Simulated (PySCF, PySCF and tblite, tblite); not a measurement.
# 4-bromoaniline (C6H6BrN): a path driven as rotation about a bond, and NMR exchange

How fast is rotation about a bond in 4-bromoaniline (C6H6BrN) (`Nc1ccc(Br)cc1`), and when do the exchanging lines merge?

Computed with tblite 0.8.0 (tight binding) and PySCF 2.14.0 (DFT, with response routines of our own); each step states its level. Atoms count from 0 throughout.

## 1. The starting structure

14 atoms, charge 0, multiplicity 1; geometry from: force field or distance geometry start.

Bonds of the start (Å): C1–C2 1.42, C1–C7 1.39, C2–C3 1.39, C2–H10 1.08, C3–C4 1.38, C3–H11 1.09, C4–Br5 1.89, C4–C6 1.40, C6–C7 1.39, C6–H12 1.07, C7–H13 1.09, N0–C1 1.39, N0–H8 1.02, N0–H9 1.02.

## 2. GFN2-xTB relaxation, start minimum

What the job is given:

```
{"job": {"xc": "GFN2-xTB", "basis": "xTB", "kind": "relax"}, "charge": 0, "multiplicity": 1}
N     -2.754500     0.595200     1.322400
C     -1.425700     0.621800     0.920300
C     -0.403800     0.818400     1.880200
C      0.920100     0.970000     1.473800
C      1.243500     0.938900     0.136000
Br     3.040400     1.133900    -0.413800
C      0.246300     0.799600    -0.834100
C     -1.079300     0.661500    -0.422300
H     -2.905700     0.261100     2.271800
H     -3.386300     0.147300     0.660400
H     -0.661500     0.872200     2.932700
H      1.686900     1.098600     2.237900
H      0.480800     0.807000    -1.879700
H     -1.856800     0.577700    -1.186700
```

On the command line:

```sh
OMP_NUM_THREADS=1 python ens_run.py task.json out
```

This one command runs the whole study; its stages follow in the order run.

Output:

```text
step      E/eV     max force
  0    -623.06732    1.104
  1    -623.09972    0.666
  2    -623.11419    0.343
  3    -623.12167    0.151
  4    -623.12367    0.113
  5    -623.12580    0.087
  6    -623.12696    0.084
  7    -623.12772    0.063
  8    -623.12824    0.058
  9    -623.12865    0.041
 10    -623.12889    0.036
 11    -623.12908    0.043
 12    -623.12928    0.047
 13    -623.12947    0.039
 14    -623.12961    0.031
 15    -623.12970    0.025
 16    -623.12980    0.033
 17    -623.12989    0.033
 18    -623.12998    0.033
 19    -623.13005    0.027
 20    -623.13011    0.027
 21    -623.13017    0.030
 22    -623.13024    0.026
 23    -623.13029    0.018
 24    -623.13033    0.021
 25    -623.13039    0.022
 26    -623.13046    0.025
 27    -623.13053    0.023
 28    -623.13058    0.017
 29    -623.13061    0.016
 30    -623.13065    0.015
 31    -623.13066    0.008
 32    -623.13067    0.005
 33    -623.13068    0.005
 34    -623.13068    0.005
 35    -623.13069    0.006
 36    -623.13069    0.006
 37    -623.13070    0.004
 38    -623.13070    0.003
 39    -623.13070    0.002
```

Wall time 0.44 s (1 thread of Intel Xeon Platinum 8259CL at 2.50GHz, shared host).

The energy fell by 0.063 eV, and the atoms moved 0.04 Å (root mean square).

## 3. Relaxed scan, rotation

What the job is given:

```
{"job": {"xc": "GFN2-xTB", "basis": "xTB", "coordinate": [["t", [2, 1, 0, 8], 0.25], ["t", [2, 1, 0, 9], 0.25], ["t", [7, 1, 0, 8], 0.25], ["t", [7, 1, 0, 9], 0.25]], "kind": "drive"}, "charge": 0, "multiplicity": 1}
N     -2.733449     0.563212     1.317837
C     -1.418619     0.648756     0.927719
C     -0.403952     0.810013     1.874734
C      0.909456     0.966235     1.482452
C      1.221677     0.960750     0.133782
Br     3.039143     1.169434    -0.412254
C      0.235222     0.802153    -0.824386
C     -1.076669     0.646271    -0.427075
H     -2.913654     0.314511     2.275933
H     -3.388944     0.198614     0.647264
H     -0.653992     0.813817     2.925511
H      1.687693     1.088989     2.220000
H      0.491303     0.797956    -1.872730
H     -1.850934     0.522500    -1.169891
```

Output:

```text
point  coordinate     E/eV
  0     14.500     -623.10438
  1     29.200     -623.03554
  2     44.100     -622.94112
  3     59.200     -622.84554
  4     74.600     -622.77388
  5     90.000     -622.74696
  6    105.400     -622.77386
  7    120.700     -622.84499
  8    135.900     -622.94076
  9    150.800     -623.03534
 10    165.400     -623.10479
 11    180.000     -623.12948
```

Wall time 2.6 s (1 thread of Intel Xeon Platinum 8259CL at 2.50GHz, shared host).

The highest point is number 5, 8.2 kcal/mol above the first.

## 4. Nudged elastic band, leg 1

The job, as its differences from that of step 3:

```diff
@@ -1,2 +1,2 @@
-{"job": {"xc": "GFN2-xTB", "basis": "xTB", "coordinate": [["t", [2, 1, 0, 8], 0.25], ["t", [2, 1, 0, 9], 0.25], ["t", [7, 1, 0, 8], 0.25], ["t", [7, 1, 0, 9], 0.25]], "kind": "drive"}, "charge": 0, "multiplicity": 1}
+{"job": {"xc": "GFN2-xTB", "basis": "xTB", "kind": "neb"}, "charge": 0, "multiplicity": 1}
 N     -2.733449     0.563212     1.317837
```

Output:

```text
image   E - E0 / eV
  0       0.0000
  1       0.1017
  2       0.2906
  3       0.3836
  4       0.2837
  5       0.0938
  6       0.0000
```

It took 1.7 s on 1 thread of Intel Xeon Platinum 8259CL at 2.50GHz, shared host.

The highest point is number 3, 8.8 kcal/mol above the first.

## 5. Saddle search, leg 1

What the job is given:

```
{"job": {"xc": "GFN2-xTB", "basis": "xTB", "kind": "saddle"}, "charge": 0, "multiplicity": 1}
N     -2.324871    -0.309549     0.502394
C     -0.945175    -0.119546     0.193792
C      0.044402    -0.058432     1.172443
C      1.370030     0.116924     0.822822
C      1.706561     0.224621    -0.515378
Br     3.537674     0.448374    -0.998332
C      0.739546     0.174952    -1.503964
C     -0.584152     0.005167    -1.142612
H     -2.666396     0.444210     1.091290
H     -2.455859    -1.172998     1.020534
H     -0.221156    -0.150825     2.216928
H      2.136340     0.171317     1.581020
H      1.016397     0.262387    -2.543875
H     -1.353340    -0.036604    -1.897061
```

Output:

```text
step      E/eV     max force
  0    -622.74714   0.0268
  1    -622.74757   0.0055
  2    -622.74757   0.0000
lowest wavenumbers (cm-1): -347.4 101.2 208.9 271.4 296.6 373.0
```

Run time: 3 s. Hardware: 1 thread of Intel Xeon Platinum 8259CL at 2.50GHz, shared host.

Point group Cs; 1 imaginary mode, 347i cm⁻¹, carried by H9, H8. Steps downhill from it reached both ends.

## 6. Saddle search, other pyramid

What the job is given:

```
{"job": {"xc": "GFN2-xTB", "basis": "xTB", "kind": "saddle"}, "charge": 0, "multiplicity": 1}
N     -2.325879    -0.299538     0.501243
C     -0.943645    -0.121007     0.194264
C      0.045965    -0.060669     1.172547
C      1.372037     0.113659     0.823727
C      1.706127     0.228008    -0.514436
Br     3.534081     0.468710    -1.002143
C      0.739876     0.171005    -1.503468
C     -0.583310    -0.003673    -1.142665
H     -2.683122    -1.139562     0.055733
H     -2.872024     0.480284     0.147196
H     -0.222293    -0.150763     2.216488
H      2.138144     0.160267     1.582654
H      1.018750     0.262039    -2.542014
H     -1.355146    -0.051395    -1.893910
```

Output:

```text
step      E/eV     max force
  0    -622.70668   0.5618
  1    -622.74745   0.0650
  2    -622.74757   0.0022
lowest wavenumbers (cm-1): -346.5 101.2 208.9 271.4 296.6 373.0
```

Wall time 3 s (1 thread of Intel Xeon Platinum 8259CL at 2.50GHz, shared host); peak memory 0.2 GiB.

Point group Cs; 1 imaginary mode, 346i cm⁻¹, carried by H8, H9. Steps downhill from it reached both ends.

## 7. Shieldings, start: PBE0/pcSseg-1 in cyclohexane

What the job is given:

```
{"job": {"kind": "nmr", "xc": "PBE0", "basis": "pcSseg-1", "solvent": "cyclohexane", "pop": false}, "charge": 0, "multiplicity": 1}
N     -2.733449     0.563212     1.317837
C     -1.418619     0.648756     0.927719
C     -0.403952     0.810013     1.874734
C      0.909456     0.966235     1.482452
C      1.221677     0.960750     0.133782
Br     3.039143     1.169434    -0.412254
C      0.235222     0.802153    -0.824386
C     -1.076669     0.646271    -0.427075
H     -2.913654     0.314511     2.275933
H     -3.388944     0.198614     0.647264
H     -0.653992     0.813817     2.925511
H      1.687693     1.088989     2.220000
H      0.491303     0.797956    -1.872730
H     -1.850934     0.522500    -1.169891
```

Output:

```text
coarse grid: 58368 points
cycle   1  E = -2860.1736925068  dE =  2.387e-01  |g| = 7.722e-01  |ddm| = 3.983e+00
cycle   2  E = -2860.1758675364  dE = -2.175e-03  |g| = 5.226e-01  |ddm| = 7.838e-01
cycle   3  E = -2860.2132324439  dE = -3.736e-02  |g| = 1.466e-01  |ddm| = 4.910e-01
cycle   4  E = -2860.2176621372  dE = -4.430e-03  |g| = 4.816e-02  |ddm| = 1.838e-01
cycle   5  E = -2860.2182138654  dE = -5.517e-04  |g| = 1.301e-02  |ddm| = 5.778e-02
cycle   6  E = -2860.2182600947  dE = -4.623e-05  |g| = 1.652e-03  |ddm| = 1.491e-02
cycle   7  E = -2860.2182606007  dE = -5.060e-07  |g| = 9.534e-04  |ddm| = 2.155e-03
final grid: 123552 points
cycle   8  E = -2860.2182612557  dE =  1.642e-07  |g| = 1.317e-03  |ddm| = 2.972e-03
cycle   9  E = -2860.2182608458  dE =  4.099e-07  |g| = 1.857e-03  |ddm| = 2.843e-03
cycle  10  E = -2860.2182616807  dE = -8.349e-07  |g| = 8.299e-05  |ddm| = 1.648e-03
cycle  11  E = -2860.2182616824  dE = -1.741e-09  |g| = 1.873e-05  |ddm| = 9.309e-05
cycle  12  E = -2860.2182616825  dE = -7.731e-11  |g| = 5.581e-06  |ddm| = 2.376e-05
converged SCF energy = -2860.2182616825

GIAO shielding tensors (ppm)
atom      isotropic    diamagn.    paramagn.     s11        s22        s33       span
  0 N      190.773     315.007    -124.235    154.161    166.225    251.932     97.771
  1 C       34.951     253.943    -218.992    -53.706      2.832    155.729    209.435
  2 C       68.894     253.394    -184.500    -16.744     62.216    161.209    177.954
  3 C       48.102     248.136    -200.034    -53.576     44.040    153.841    207.417
  4 C       59.773     255.978    -196.205    -28.912     88.990    119.242    148.153
  5 Br    2075.575    3121.864   -1046.289   1576.782   1667.874   2982.069   1405.287
  6 C       48.112     248.764    -200.651    -53.566     44.059    153.844    207.410
  7 C       68.893     253.754    -184.861    -16.755     62.247    161.187    177.942
  8 H       28.001      30.057      -2.055     21.141     26.713     36.150     15.010
  9 H       28.003      30.962      -2.958     21.141     26.719     36.149     15.009
 10 H       24.939      30.710      -5.771     21.054     25.269     28.494      7.440
 11 H       24.187      29.894      -5.707     19.517     23.334     29.708     10.190
 12 H       24.188      30.450      -6.262     19.519     23.336     29.709     10.189
 13 H       24.941      32.182      -7.241     21.056     25.269     28.498      7.442
```

It took 38 s on 1 thread of Intel Xeon Platinum 8259CL at 2.50GHz, shared host; peak memory 0.97 GiB.

Key values: HOMO -5.94 eV, LUMO -0.37 eV; dipole 4.30 D.

## 8. Shieldings, saddle of leg 1: PBE0/pcSseg-1 in cyclohexane

What the job is given:

```
{"job": {"kind": "nmr", "xc": "PBE0", "basis": "pcSseg-1", "solvent": "cyclohexane", "pop": false}, "charge": 0, "multiplicity": 1}
N     -2.325879    -0.299538     0.501243
C     -0.943645    -0.121007     0.194264
C      0.045965    -0.060669     1.172547
C      1.372037     0.113659     0.823727
C      1.706127     0.228008    -0.514436
Br     3.534081     0.468710    -1.002143
C      0.739876     0.171005    -1.503468
C     -0.583310    -0.003673    -1.142665
H     -2.656810     0.451600     1.099588
H     -2.467896    -1.168244     1.008123
H     -0.222293    -0.150763     2.216488
H      2.138144     0.160267     1.582654
H      1.018750     0.262039    -2.542014
H     -1.355146    -0.051395    -1.893910
```

Output:

```text
coarse grid: 58368 points
cycle   1  E = -2860.1615186623  dE =  1.866e-01  |g| = 7.818e-01  |ddm| = 3.956e+00
cycle   2  E = -2860.1596480420  dE =  1.871e-03  |g| = 5.511e-01  |ddm| = 9.132e-01
cycle   3  E = -2860.2016043424  dE = -4.196e-02  |g| = 1.674e-01  |ddm| = 6.038e-01
cycle   4  E = -2860.2073677832  dE = -5.763e-03  |g| = 6.251e-02  |ddm| = 2.153e-01
cycle   5  E = -2860.2083115932  dE = -9.438e-04  |g| = 1.247e-02  |ddm| = 6.850e-02
cycle   6  E = -2860.2083513171  dE = -3.972e-05  |g| = 2.240e-03  |ddm| = 1.331e-02
cycle   7  E = -2860.2083522291  dE = -9.120e-07  |g| = 1.067e-03  |ddm| = 2.992e-03
final grid: 123552 points
cycle   8  E = -2860.2083904765  dE =  3.507e-07  |g| = 1.613e-03  |ddm| = 3.432e-03
cycle   9  E = -2860.2083894679  dE =  1.009e-06  |g| = 2.523e-03  |ddm| = 4.228e-03
cycle  10  E = -2860.2083911638  dE = -1.696e-06  |g| = 1.883e-04  |ddm| = 2.553e-03
cycle  11  E = -2860.2083911731  dE = -9.254e-09  |g| = 1.659e-05  |ddm| = 1.998e-04
cycle  12  E = -2860.2083911731  dE = -5.139e-11  |g| = 8.591e-06  |ddm| = 2.823e-05
converged SCF energy = -2860.2083911731

GIAO shielding tensors (ppm)
atom      isotropic    diamagn.    paramagn.     s11        s22        s33       span
  0 N      216.767     316.142     -99.375    179.743    216.262    254.296     74.553
  1 C       35.501     254.342    -218.841    -68.310     26.418    148.397    216.708
  2 C       49.015     251.986    -202.971    -49.338     42.660    153.725    203.063
  3 C       49.178     249.763    -200.585    -51.606     45.864    153.277    204.883
  4 C       46.226     256.259    -210.033    -47.146     65.118    120.706    167.851
  5 Br    2030.947    3120.936   -1089.989   1551.094   1602.461   2939.286   1388.192
  6 C       48.265     249.119    -200.855    -51.940     43.522    153.212    205.152
  7 C       46.982     249.398    -202.416    -52.506     39.312    154.139    206.645
  8 H       29.045      30.462      -1.417     23.086     25.754     38.294     15.208
  9 H       29.044      30.461      -1.417     23.087     25.753     38.294     15.207
 10 H       24.182      31.626      -7.444     20.650     23.856     28.039      7.389
 11 H       23.993      30.083      -6.090     18.993     23.086     29.900     10.907
 12 H       23.934      29.811      -5.876     18.974     23.090     29.738     10.764
 13 H       23.864      30.261      -6.397     20.500     23.523     27.567      7.067
```

It took 40 s on 1 thread of Intel Xeon Platinum 8259CL at 2.50GHz, shared host; peak memory 0.95 GiB.

This run: HOMO -7.00 eV, LUMO -0.56 eV; dipole 2.62 D.

## 9. Barriers, rates and exchange

What the job is given:

```
{"job": {"smiles": "Nc1ccc(Br)cc1", "charge": 0, "mult": 1, "motion": "rotation", "what": "aryl amine", "atoms": [1, 0], "drives": [{"terms": [["t", [2, 1, 0, 8], 0.25], ["t", [2, 1, 0, 9], 0.25], ["t", [7, 1, 0, 8], 0.25], ["t", [7, 1, 0, 9], 0.25]], "by": 180, "n": 12}], "flip": [1, 0], "study": "path", "level": {"kind": "nmr", "xc": "PBE0", "basis": "pcSseg-1", "solvent": "cyclohexane"}, "fields": [200, 400, 700], "first": 3, "seed": 429, "kind": "path"}, "charge": 0, "multiplicity": 1}
N     -2.733449     0.563212     1.317837
C     -1.418619     0.648756     0.927719
C     -0.403952     0.810013     1.874734
C      0.909456     0.966235     1.482452
C      1.221677     0.960750     0.133782
Br     3.039143     1.169434    -0.412254
C      0.235222     0.802153    -0.824386
C     -1.076669     0.646271    -0.427075
H     -2.913654     0.314511     2.275933
H     -3.388944     0.198614     0.647264
H     -0.653992     0.813817     2.925511
H      1.687693     1.088989     2.220000
H      0.491303     0.797956    -1.872730
H     -1.850934     0.522500    -1.169891
```

Output:

```text
stationary points (kcal/mol above the start)
  n  kind          group   xTB      DFT    lowest mode
  0  minimum      Cs       0.00     0.00     102.9
  1  saddle       Cs       8.84     6.19    -347.4
  2  minimum      Cs       0.00     0.00     102.8

GFN2-xTB energies: T/K, barrier G, reaction G (kcal/mol), k forward, k back (1/s)
 150.00     8.50     0.01        2.6       2.66
 200.00     8.52     0.01   4.06e+03   4.13e+03
 250.00     8.57     0.01   3.37e+05   3.42e+05
 298.15     8.63     0.01   5.84e+06   5.91e+06
 350.00     8.72     0.01   5.22e+07   5.28e+07
 400.00     8.83     0.01   2.51e+08   2.54e+08
 500.00     9.08     0.01   2.25e+09   2.27e+09

PBE0/pcSseg-1 + D3(BJ), IEF-PCM cyclohexane energies: T/K, barrier G, reaction G (kcal/mol), k forward, k back (1/s)
 150.00     5.85     0.01   1.86e+04   1.89e+04
 200.00     5.88     0.01   3.15e+06    3.2e+06
 250.00     5.92     0.01    6.9e+07      7e+07
 298.15     5.99     0.01   5.06e+08   5.13e+08
 350.00     6.08     0.01   2.34e+09   2.36e+09
 400.00     6.18     0.01   6.99e+09   7.06e+09
 500.00     6.43     0.01   3.22e+10   3.25e+10
```

Run time: 93 s. Hardware: 1 thread of Intel Xeon Platinum 8259CL at 2.50GHz, shared host; peak memory 0.97 GiB. This counts the whole study up to here.

Barriers by level (kcal/mol; entropies in cal/(mol K)). Zero-point and thermal terms come from xTB in every row. ΔG‡ leaves symmetry out; the rate counts equivalent paths (a factor of 2); effective ΔG‡, where given, is the barrier that would give that rate by Eyring's equation alone:

```tsv
level	ΔE‡	with zero-point	ΔH‡	ΔS‡	ΔG‡ (298 K)	ΔE of reaction	k at 298 K (1/s)	effective ΔG‡
GFN2-xTB	8.84	8.49	8.18	-1.5	8.63	0.00	5.8e+06	8.22
PBE0/pcSseg-1 + D3(BJ), IEF-PCM cyclohexane	6.19	5.85	5.54	-1.5	5.99	0.00	5.1e+08	5.58
```

## 10. Outcome

| quantity | value |
| --- | --- |
| barrier (PBE0/pcSseg-1 + D3(BJ), IEF-PCM cyclohexane) | ΔE‡ 6.2, ΔG‡(298 K) 6.0 kcal/mol |
| barrier (GFN2-xTB) | ΔE‡ 8.8 kcal/mol |
| rate at 298 K | 5.1e+08 s⁻¹ |
| end of the path | the start, renumbered or mirrored |

**Reading.** DFT puts the top 6.2 kcal/mol above the start (xTB: 8.8); the rate from the DFT barrier is 5.1e+08 s⁻¹ at 298 K. An error of 1.4 kcal/mol changes that rate tenfold. No two sites that the motion interchanges differ enough in shielding to show exchange.
